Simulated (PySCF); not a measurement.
# C3H8FNSi: the cost of one run

Computed with PySCF 2.14.0, with density-fitted response routines of our own, on a single molecule in the gas phase. Atoms count from 0, in the outputs and in this text.

### Step 1. Starting geometry

14 atoms, charge 0, multiplicity 1; geometry from: GFN2-xTB. The atoms were then displaced at random by about 0.01 Å, so the start is not that level's minimum.

Bonds of the start (Å): F0–C1 1.36, C1–C2 1.51, C2–C3 1.54, C3–N4 1.21, N4–Si5 1.71, C1–H6 1.10, C1–H7 1.09, C2–H8 1.08, C2–H9 1.09, C3–H10 1.13, Si5–H11 1.47, Si5–H12 1.46, Si5–H13 1.46.

### Step 2. Relaxing the molecule at PBE0-D3(BJ)/def2-SVP

What the job is given:

```
{"job": {"xc": "PBE0", "basis": "def2-SVP", "d3": "d3bj", "grid": 1, "shake": 0.01, "kind": "geom"}, "charge": 0, "multiplicity": 1}
F     -2.954210     0.134570     0.482460
C     -2.041160     0.418290    -0.490060
C     -0.859690    -0.515000    -0.346250
C     -0.070690    -0.245320     0.943280
N      1.108920    -0.023940     1.083120
Si     2.504080     0.127080     0.102750
H     -1.731610     1.468510    -0.366500
H     -2.516650     0.286210    -1.458760
H     -1.205940    -1.538140    -0.296780
H     -0.173610    -0.388600    -1.178950
H     -0.747630    -0.262920     1.844760
H      3.387140    -0.919380     0.640080
H      2.938080     1.489490     0.377170
H      2.355820    -0.045910    -1.344060
```

On the command line:

```
OMP_NUM_THREADS=1 python probes_run.py task.json out
```

The driver reads the jobs from task.json and runs them one after another.

Q: Estimate the wall time and peak memory of this first job on 1 thread of Arm Neoverse V1, shared host.

About 60 s, with a peak of 0.5 GiB.
